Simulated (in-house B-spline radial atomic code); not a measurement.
# Cu⁵⁺: excited configurations

Wanted: excitation energies of Cu⁵⁺ as differences of total energies (ΔSCF).

Method: non-relativistic TPSSh, spin-polarised, spherical density, exact exchange averaged over the configuration, point nucleus, basis-set limit. Code: in-house B-spline radial atomic code version 1.

## 1. What is computed

```
element       : copper (Z = 29)
charge        : +5
electrons     : 24
configuration : [Ar] 3d6
Hamiltonian   : non-relativistic
nucleus       : point
```

Outer shells as boxes (Hund's rule):

[Ar] 3d6
```
[Ar] core
3d [↑↓][↑ ][↑ ][↑ ][↑ ]
```

Where spins are not typed, each open shell is filled with up spins first.

## 2. The base configuration

Settings of the run:

```ini
Z = 29
electrons = 24.0
configuration = [Ar] 3d6
hamiltonian = nr
method = tpssh
spin_polarised = True
exact_exchange = averaged over the configuration
```

Launch:

```sh
> python run_scf.py task.json out
```

One command runs all members of the session, one after another, from task.json.

From the run's result record (rounded, not every field):

```text
{
  "status": "converged",
  "scf [iteration, energy, orbital gradient]": [
    [1, -1633.00638058, 0.0439],
    [2, -1633.00873606, 0.00104],
    [3, -1633.00873963, 0.000443],
    [4, -1633.00873999, 0.00021],
    [5, -1633.0087401, 1.08e-05],
    [6, -1633.0087401, 2.45e-06],
    [7, -1633.0087401, 1.22e-06],
    [8, -1633.0087401, 1.23e-07]
  ],
  "energy [hartree]": {"total": -1633.0087401, "kinetic": 1631.98895733, "nuclear": -3822.69464417, "coulomb": 622.040682364, "exact_exchange": -6.26824608529, "xc": -58.0754895308},
  "orbitals [hartree, bohr; first row names the columns]": [
    ["name", "occ", "eps", "<r>", "<r^2>", "<1/r>", "r_max", "density_at_nucleus", "spin_orbit_zeta"],
    ["1s up", 1.0, -326.32318, 0.052877, 0.0037469, 28.519, 0.034883, 7511.1, "-"],
    ["1s down", 1.0, -326.32317, 0.052877, 0.0037469, 28.519, 0.034883, 7511.2, "-"],
    ["2s up", 1.0, -42.348091, 0.23846, 0.067016, 6.1966, 0.19956, 703.49, "-"],
    ["2s down", 1.0, -42.234625, 0.23803, 0.066761, 6.2082, 0.1994, 706.2, "-"],
    ["2p up", 3.0, -37.507055, 0.20797, 0.052988, 6.1494, 0.15961, "-", 0.48298],
    ["2p down", 3.0, -37.413107, 0.2075, 0.052723, 6.16, 0.15939, "-", 0.48484],
    ["3s up", 1.0, -7.7967415, 0.69847, 0.55991, 2.0229, 0.61364, 108.69, "-"],
    ["3s down", 1.0, -7.5575073, 0.70207, 0.56595, 2.009, 0.61454, 106.86, "-"],
    ["3p up", 3.0, -6.2599947, 0.71524, 0.5971, 1.913, 0.6117, "-", 0.066276],
    ["3p down", 3.0, -6.011552, 0.72098, 0.60735, 1.8957, 0.61317, "-", 0.064805],
    ["3d up", 5.0, -3.664231, 0.7544, 0.69651, 1.6688, 0.56298, "-", 0.0056764],
    ["3d down", 1.0, -3.4430384, 0.77113, 0.73186, 1.643, 0.56729, "-", 0.0055078]
  ],
  "sum_r [bohr^k]": {"-1": 131.8171, "1": 12.081, "2": 9.411999},
  "density_at_nucleus [bohr^-3]": 16647.53,
  "spin_density_at_nucleus [bohr^-3]": -0.94405,
  "mass_velocity [hartree]": -54.26251,
  "darwin [hartree]": 40.38298
}
```

Wall time 0.33 s (1 thread, shared host).

Meta-GGA runs start from a PBE run whose iterations are not counted.

## 3. [Ne] 3s2 3p5 3d7

The settings differ from step 2 so:

```diff
@@ -2,3 +2,3 @@
 electrons = 24.0
-configuration = [Ar] 3d6
+configuration = [Ne] 3s2 3p5 3d7
 hamiltonian = nr
```

From the record:

```text
{
  "status": "converged",
  "scf [iteration, energy, orbital gradient]": [
    [1, -1630.43569195, 0.0435],
    [2, -1630.43791398, 0.00113],
    [3, -1630.43792041, 0.000451],
    [4, -1630.43792084, 0.000208],
    [5, -1630.43792096, 1.35e-05],
    [6, -1630.43792096, 2.55e-06],
    [7, -1630.43792096, 1.38e-06],
    [8, -1630.43792096, 2.05e-07]
  ],
  "energy [hartree]": {"total": -1630.43792096, "kinetic": 1629.41962713, "nuclear": -3816.58464275, "coulomb": 620.783221534, "exact_exchange": -6.14597395954, "xc": -57.9101529193},
  "orbitals [hartree, bohr; first row names the columns]": [
    ["name", "occ", "eps", "<r>"],
    ["1s up", 1.0, -326.52191, 0.052873],
    ["1s down", 1.0, -326.49658, 0.05287],
    ["2s up", 1.0, -42.382213, 0.23833],
    ["2s down", 1.0, -42.284612, 0.23798],
    ["2p up", 3.0, -37.565005, 0.20776],
    ["2p down", 3.0, -37.468154, 0.20747],
    ["3s up", 1.0, -7.8276827, 0.69798],
    ["3s down", 1.0, -7.5536475, 0.70238],
    ["3p up", 3.0, -6.291143, 0.71443],
    ["3p down", 2.0, -6.0296408, 0.72084],
    ["3d up", 5.0, -3.6849115, 0.75359],
    ["3d down", 2.0, -3.4561281, 0.77045]
  ],
  "sum_r [bohr^k]": {"-1": 131.6064, "1": 12.12193, "2": 9.517504},
  "energy_minus_base [hartree]": 2.57081914
}
```

Wall time 0.21 s (1 thread, shared host).

energy_minus_base is the energy less that of the reference run.

## 4. Run with [Ar] 3d5 4p1

The settings differ from step 3 so:

```diff
@@ -2,3 +2,3 @@
 electrons = 24.0
-configuration = [Ne] 3s2 3p5 3d7
+configuration = [Ar] 3d5 4p1
 hamiltonian = nr
```

From the record:

```text
{
  "status": "converged",
  "scf [iteration, energy, orbital gradient]": [
    [1, -1631.42741044, 0.0441],
    [2, -1631.42973854, 0.00108],
    [3, -1631.42974594, 0.000438],
    [4, -1631.42974652, 0.000211],
    [5, -1631.42974667, 1.9e-05],
    [6, -1631.42974667, 7.37e-06],
    [7, -1631.42974667, 1.1e-06],
    [8, -1631.42974667, 6.63e-08]
  ],
  "energy [hartree]": {"total": -1631.42974667, "kinetic": 1630.45519272, "nuclear": -3808.64105926, "coulomb": 610.646943247, "exact_exchange": -6.25906605162, "xc": -57.6317573261},
  "orbitals [hartree, bohr; first row names the columns]": [
    ["name", "occ", "eps", "<r>"],
    ["1s up", 1.0, -326.82735, 0.05288],
    ["1s down", 1.0, -326.82311, 0.052879],
    ["2s up", 1.0, -42.923381, 0.2385],
    ["2s down", 1.0, -42.766746, 0.23792],
    ["2p up", 3.0, -38.07615, 0.20804],
    ["2p down", 3.0, -37.944789, 0.2074],
    ["3s up", 1.0, -8.2629182, 0.69067],
    ["3s down", 1.0, -7.9391329, 0.69515],
    ["3p up", 3.0, -6.7194109, 0.70417],
    ["3p down", 3.0, -6.3808247, 0.71102],
    ["3d up", 5.0, -4.1171884, 0.72712],
    ["4p up", 1.0, -2.0943937, 1.8951]
  ],
  "sum_r [bohr^k]": {"-1": 131.3325, "1": 12.99058, "2": 12.3192},
  "energy_minus_base [hartree]": 1.57899342
}
```

It took 0.19 s on 1 thread, shared host.

## 5. Configuration [Ar] 3d5 4d1

The settings differ from step 4 so:

```diff
@@ -2,3 +2,3 @@
 electrons = 24.0
-configuration = [Ar] 3d5 4p1
+configuration = [Ar] 3d5 4d1
 hamiltonian = nr
```

From the record:

```text
{
  "status": "converged",
  "scf [iteration, energy, orbital gradient]": [
    [1, -1630.81593886, 0.0441],
    [2, -1630.81868912, 0.0011],
    [3, -1630.81870377, 0.000433],
    [4, -1630.81870642, 0.000245],
    [5, -1630.81870756, 3.33e-05],
    [6, -1630.81870759, 9.17e-06],
    [7, -1630.81870759, 2.06e-06],
    [8, -1630.81870759, 4.88e-08]
  ],
  "energy [hartree]": {"total": -1630.81870759, "kinetic": 1629.84571393, "nuclear": -3805.67148911, "coulomb": 608.8236724, "exact_exchange": -6.25678052138, "xc": -57.5598242973},
  "orbitals [hartree, bohr; first row names the columns]": [
    ["name", "occ", "eps", "<r>"],
    ["1s up", 1.0, -326.9234, 0.052879],
    ["1s down", 1.0, -326.92337, 0.052878],
    ["2s up", 1.0, -42.999423, 0.23849],
    ["2s down", 1.0, -42.840409, 0.2379],
    ["2p up", 3.0, -38.153047, 0.20803],
    ["2p down", 3.0, -38.022141, 0.20737],
    ["3s up", 1.0, -8.3363787, 0.69035],
    ["3s down", 1.0, -8.0149955, 0.69507],
    ["3p up", 3.0, -6.7920061, 0.70352],
    ["3p down", 3.0, -6.4565976, 0.71079],
    ["3d up", 5.0, -4.1885725, 0.72462],
    ["4d up", 1.0, -1.5157263, 2.282]
  ],
  "sum_r [bohr^k]": {"-1": 131.2301, "1": 13.36182, "2": 14.14517},
  "energy_minus_base [hartree]": 2.1900325
}
```

It took 0.19 s on 1 thread, shared host.

## 6. [Ar] 3d5 4f1

The settings differ from step 5 so:

```diff
@@ -2,3 +2,3 @@
 electrons = 24.0
-configuration = [Ar] 3d5 4d1
+configuration = [Ar] 3d5 4f1
 hamiltonian = nr
```

From the record:

```text
{
  "status": "converged",
  "scf [iteration, energy, orbital gradient]": [
    [1, -1630.32849098, 0.0441],
    [2, -1630.33161151, 0.00098],
    [3, -1630.33162536, 0.000463],
    [4, -1630.3316289, 0.000262],
    [5, -1630.33163055, 2.78e-05],
    [6, -1630.33163059, 6.19e-06],
    [7, -1630.3316306, 1.96e-06],
    [8, -1630.3316306, 2.17e-07]
  ],
  "energy [hartree]": {"total": -1630.3316306, "kinetic": 1629.35990067, "nuclear": -3802.38476955, "coulomb": 606.420929837, "exact_exchange": -6.25251700427, "xc": -57.4751745494},
  "orbitals [hartree, bohr; first row names the columns]": [
    ["name", "occ", "eps", "<r>"],
    ["1s up", 1.0, -327.0385, 0.052879],
    ["1s down", 1.0, -327.03852, 0.052878],
    ["2s up", 1.0, -43.114227, 0.23847],
    ["2s down", 1.0, -42.958152, 0.23789],
    ["2p up", 3.0, -38.268548, 0.208],
    ["2p down", 3.0, -38.140126, 0.20736],
    ["3s up", 1.0, -8.4273561, 0.68963],
    ["3s down", 1.0, -8.1077989, 0.69421],
    ["3p up", 3.0, -6.8823253, 0.70243],
    ["3p down", 3.0, -6.5488009, 0.70954],
    ["3d up", 5.0, -4.2778812, 0.72153],
    ["4f up", 1.0, -1.055926, 2.8182]
  ],
  "sum_r [bohr^k]": {"-1": 131.1167, "1": 13.87379, "2": 17.10524},
  "energy_minus_base [hartree]": 2.6771095
}
```

Run time: 0.19 s. Hardware: 1 thread, shared host.

## 7. [Ne] 3s2 3p5 3d6 4f1

The settings differ from step 6 so:

```diff
@@ -2,3 +2,3 @@
 electrons = 24.0
-configuration = [Ar] 3d5 4f1
+configuration = [Ne] 3s2 3p5 3d6 4f1
 hamiltonian = nr
```

From the record:

```text
{
  "status": "converged",
  "scf [iteration, energy, orbital gradient]": [
    [1, -1627.74901531, 0.0436],
    [2, -1627.75195101, 0.00105],
    [3, -1627.75196746, 0.000427],
    [4, -1627.75197115, 0.00022],
    [5, -1627.75197286, 2.85e-05],
    [6, -1627.75197291, 6.77e-06],
    [7, -1627.75197291, 2.22e-06],
    [8, -1627.75197291, 2.44e-07]
  ],
  "energy [hartree]": {"total": -1627.75197292, "kinetic": 1626.7812871, "nuclear": -3796.50816663, "coulomb": 605.396479023, "exact_exchange": -6.10459249541, "xc": -57.3169799162},
  "orbitals [hartree, bohr; first row names the columns]": [
    ["name", "occ", "eps", "<r>"],
    ["1s up", 1.0, -327.22824, 0.052875],
    ["1s down", 1.0, -327.2022, 0.052871],
    ["2s up", 1.0, -43.132897, 0.23834],
    ["2s down", 1.0, -42.9967, 0.23785],
    ["2p up", 3.0, -38.311777, 0.2078],
    ["2p down", 3.0, -38.182934, 0.20735],
    ["3s up", 1.0, -8.4491949, 0.68945],
    ["3s down", 1.0, -8.0934793, 0.69459],
    ["3p up", 3.0, -6.9047107, 0.70208],
    ["3p down", 2.0, -6.5580559, 0.70948],
    ["3d up", 5.0, -4.2892769, 0.7219],
    ["3d down", 1.0, -3.9780283, 0.73874],
    ["4f up", 1.0, -1.0567902, 2.8128]
  ],
  "sum_r [bohr^k]": {"-1": 130.9141, "1": 13.89759, "2": 17.15173},
  "energy_minus_base [hartree]": 5.25676718
}
```

Run time: 0.25 s. Hardware: 1 thread, shared host.

## 8. Run with [Ne] 3s2 3p5 3d6 4d1

The settings differ from step 7 so:

```diff
@@ -2,3 +2,3 @@
 electrons = 24.0
-configuration = [Ne] 3s2 3p5 3d6 4f1
+configuration = [Ne] 3s2 3p5 3d6 4d1
 hamiltonian = nr
```

From the record:

```text
{
  "status": "converged",
  "scf [iteration, energy, orbital gradient]": [
    [1, -1628.23672314, 0.0436],
    [2, -1628.23928498, 0.00116],
    [3, -1628.23930289, 0.000444],
    [4, -1628.23930553, 0.000204],
    [5, -1628.23930665, 3.32e-05],
    [6, -1628.23930668, 9.48e-06],
    [7, -1628.23930668, 2.31e-06],
    [8, -1628.23930668, 1.04e-07]
  ],
  "energy [hartree]": {"total": -1628.23930668, "kinetic": 1627.26720462, "nuclear": -3799.76035415, "coulomb": 607.763800049, "exact_exchange": -6.10911622859, "xc": -57.4008409669},
  "orbitals [hartree, bohr; first row names the columns]": [
    ["name", "occ", "eps", "<r>"],
    ["1s up", 1.0, -327.11444, 0.052874],
    ["1s down", 1.0, -327.08845, 0.052871],
    ["2s up", 1.0, -43.020185, 0.23837],
    ["2s down", 1.0, -42.880759, 0.23787],
    ["2p up", 3.0, -38.198275, 0.20782],
    ["2p down", 3.0, -38.066767, 0.20736],
    ["3s up", 1.0, -8.3595652, 0.69013],
    ["3s down", 1.0, -8.0019235, 0.69544],
    ["3p up", 3.0, -6.8157076, 0.70312],
    ["3p down", 2.0, -6.4670494, 0.71071],
    ["3d up", 5.0, -4.2013575, 0.72487],
    ["3d down", 1.0, -3.8871256, 0.74211],
    ["4d up", 1.0, -1.5170544, 2.2796]
  ],
  "sum_r [bohr^k]": {"-1": 131.0262, "1": 13.38993, "2": 14.21379},
  "energy_minus_base [hartree]": 4.76943342
}
```

Run time: 0.23 s. Hardware: 1 thread, shared host.

## 9. Run with [Ne] 3s2 3p5 3d6 4s1

The settings differ from step 8 so:

```diff
@@ -2,3 +2,3 @@
 electrons = 24.0
-configuration = [Ne] 3s2 3p5 3d6 4d1
+configuration = [Ne] 3s2 3p5 3d6 4s1
 hamiltonian = nr
```

From the record:

```text
{
  "status": "converged",
  "scf [iteration, energy, orbital gradient]": [
    [1, -1629.25739377, 0.0437],
    [2, -1629.25942773, 0.00113],
    [3, -1629.25943812, 0.000411],
    [4, -1629.25943857, 0.000185],
    [5, -1629.25943866, 1.66e-05],
    [6, -1629.25943866, 7.25e-06],
    [7, -1629.25943866, 1.14e-06],
    [8, -1629.25943866, 7.89e-08]
  ],
  "energy [hartree]": {"total": -1629.25943866, "kinetic": 1628.28334739, "nuclear": -3804.35259688, "coulomb": 610.468744544, "exact_exchange": -6.1396406863, "xc": -57.5192930281},
  "orbitals [hartree, bohr; first row names the columns]": [
    ["name", "occ", "eps", "<r>"],
    ["1s up", 1.0, -326.98388, 0.052875],
    ["1s down", 1.0, -326.95266, 0.052873],
    ["2s up", 1.0, -42.910533, 0.23836],
    ["2s down", 1.0, -42.770868, 0.23788],
    ["2p up", 3.0, -38.086049, 0.20782],
    ["2p down", 3.0, -37.954403, 0.20738],
    ["3s up", 1.0, -8.2518373, 0.69043],
    ["3s down", 1.0, -7.8880966, 0.69559],
    ["3p up", 3.0, -6.7064575, 0.7043],
    ["3p down", 2.0, -6.3536778, 0.71109],
    ["3d up", 5.0, -4.0946512, 0.72865],
    ["3d down", 1.0, -3.7770083, 0.74392],
    ["4s up", 1.0, -2.4888742, 1.7372]
  ],
  "sum_r [bohr^k]": {"-1": 131.1846, "1": 12.87307, "2": 11.76148},
  "energy_minus_base [hartree]": 3.74930144
}
```

It took 0.22 s on 1 thread, shared host.

## 10. Run with [Ne] 3s2 3p5 3d6 4p1

The settings differ from step 9 so:

```diff
@@ -2,3 +2,3 @@
 electrons = 24.0
-configuration = [Ne] 3s2 3p5 3d6 4s1
+configuration = [Ne] 3s2 3p5 3d6 4p1
 hamiltonian = nr
```

From the record:

```text
{
  "status": "converged",
  "scf [iteration, energy, orbital gradient]": [
    [1, -1628.85076981, 0.0436],
    [2, -1628.8529102, 0.00114],
    [3, -1628.85292093, 0.000438],
    [4, -1628.85292153, 0.000198],
    [5, -1628.85292167, 1.82e-05],
    [6, -1628.85292167, 7.57e-06],
    [7, -1628.85292167, 1.28e-06],
    [8, -1628.85292167, 1.03e-07]
  ],
  "energy [hartree]": {"total": -1628.85292167, "kinetic": 1627.8788337, "nuclear": -3802.73345239, "coulomb": 609.586525677, "exact_exchange": -6.1114642389, "xc": -57.4733644231},
  "orbitals [hartree, bohr; first row names the columns]": [
    ["name", "occ", "eps", "<r>"],
    ["1s up", 1.0, -327.01829, 0.052876],
    ["1s down", 1.0, -326.98809, 0.052872],
    ["2s up", 1.0, -42.944118, 0.23838],
    ["2s down", 1.0, -42.807042, 0.23788],
    ["2p up", 3.0, -38.121347, 0.20783],
    ["2p down", 3.0, -37.989354, 0.20739],
    ["3s up", 1.0, -8.2860678, 0.69045],
    ["3s down", 1.0, -7.9259184, 0.69551],
    ["3p up", 3.0, -6.7430689, 0.70376],
    ["3p down", 2.0, -6.3911171, 0.71092],
    ["3d up", 5.0, -4.1299366, 0.72735],
    ["3d down", 1.0, -3.8137289, 0.74308],
    ["4p up", 1.0, -2.0981965, 1.8919]
  ],
  "sum_r [bohr^k]": {"-1": 131.1287, "1": 13.01846, "2": 12.38795},
  "energy_minus_base [hartree]": 4.15581842
}
```

It took 0.29 s on 1 thread, shared host.

## 11. Run with [Ar] 3d5 4s1

The settings differ from step 10 so:

```diff
@@ -2,3 +2,3 @@
 electrons = 24.0
-configuration = [Ne] 3s2 3p5 3d6 4p1
+configuration = [Ar] 3d5 4s1
 hamiltonian = nr
```

From the record:

```text
{
  "status": "converged",
  "scf [iteration, energy, orbital gradient]": [
    [1, -1631.83326635, 0.0441],
    [2, -1631.8354831, 0.00109],
    [3, -1631.83548988, 0.000446],
    [4, -1631.8354903, 0.000208],
    [5, -1631.83549039, 1.73e-05],
    [6, -1631.83549039, 6.96e-06],
    [7, -1631.83549039, 9.7e-07],
    [8, -1631.83549039, 5.33e-08]
  ],
  "energy [hartree]": {"total": -1631.83549039, "kinetic": 1630.85918893, "nuclear": -3810.26782095, "coulomb": 611.537907196, "exact_exchange": -6.28715241927, "xc": -57.6776131431},
  "orbitals [hartree, bohr; first row names the columns]": [
    ["name", "occ", "eps", "<r>"],
    ["1s up", 1.0, -326.79258, 0.052879],
    ["1s down", 1.0, -326.78734, 0.05288],
    ["2s up", 1.0, -42.889344, 0.23848],
    ["2s down", 1.0, -42.730173, 0.23792],
    ["2p up", 3.0, -38.040417, 0.20803],
    ["2p down", 3.0, -37.909437, 0.2074],
    ["3s up", 1.0, -8.2283444, 0.69066],
    ["3s down", 1.0, -7.9010469, 0.69524],
    ["3p up", 3.0, -6.6824714, 0.70472],
    ["3p down", 3.0, -6.3431387, 0.71119],
    ["3d up", 5.0, -4.0815718, 0.72845],
    ["4s up", 1.0, -2.4841806, 1.7398]
  ],
  "sum_r [bohr^k]": {"-1": 131.3885, "1": 12.84416, "2": 11.68821},
  "energy_minus_base [hartree]": 1.17324971
}
```

Run time: 0.24 s. Hardware: 1 thread, shared host.

Radial density 4πr²n(r) and radial functions P(r) = rR(r):

```tsv
r (bohr)	4πr²n	3d up	4s up
0.00393	2.576	0.0000	0.0547
0.00578	5.006	0.0001	0.0761
0.00851	9.266	0.0002	0.1031
0.0125	15.88	0.0005	0.1335
0.0184	24.51	0.0016	0.1616
0.0272	32.52	0.0049	0.1737
0.0400	34.95	0.0139	0.1472
0.0588	30.64	0.0373	0.0575
0.0866	28.33	0.0943	-0.0998
0.127	36.08	0.2151	-0.2606
0.188	39.01	0.4405	-0.2778
0.276	24.16	0.7571	-0.0204
0.407	17.08	1.0693	0.3754
0.599	21.00	1.1638	0.4299
0.881	12.14	0.9208	-0.1152
1.30	3.073	0.4906	-0.7746
1.91	0.8258	0.1547	-0.8126
2.81	0.1219	0.0219	-0.3455
4.14	0.002559	0.0009	-0.0505
6.09	2.915e-06	0.0000	-0.0017
```

Clear maxima of the radial density (full grid of the record): 0.040, 0.15, 0.60 bohr.

X-ray form factor of the spherical density:

```tsv
sinθ/λ (1/Å)	f (electrons)
0	24.000
0.1	23.178
0.2	21.096
0.3	18.497
0.4	15.904
0.6	11.573
0.8	8.752
1	7.167
1.4	5.580
1.8	4.393
2.5	2.695
4	1.333
6	0.907
```

## 12. All configurations in order

| net move | configuration | 2|M_S|+1 | energy above the reference (eV) | largest <r> (bohr) |
| --- | --- | --- | --- | --- |
| 3d → 4s | [Ar] 3d5 4s1 | 7 | 31.926 | 1.74 |
| 3d → 4p | [Ar] 3d5 4p1 | 7 | 42.967 | 1.90 |
| 3d → 4d | [Ar] 3d5 4d1 | 7 | 59.594 | 2.28 |
| 3p → 3d | [Ne] 3s2 3p5 3d7 | 5 | 69.956 | 0.770 |
| 3d → 4f | [Ar] 3d5 4f1 | 7 | 72.848 | 2.82 |
| 3p → 4s | [Ne] 3s2 3p5 3d6 4s1 | 7 | 102.02 | 1.74 |
| 3p → 4p | [Ne] 3s2 3p5 3d6 4p1 | 7 | 113.09 | 1.89 |
| 3p → 4d | [Ne] 3s2 3p5 3d6 4d1 | 7 | 129.78 | 2.28 |
| 3p → 4f | [Ne] 3s2 3p5 3d6 4f1 | 7 | 143.04 | 2.81 |

The energies run from 31.926 eV (3d → 4s) to 143.04 eV (3p → 4f). The reference has 2|M_S|+1 = 5; 8 of the configurations differ from it in spin. These are spherical averages at the typed spins, not spectroscopic levels.
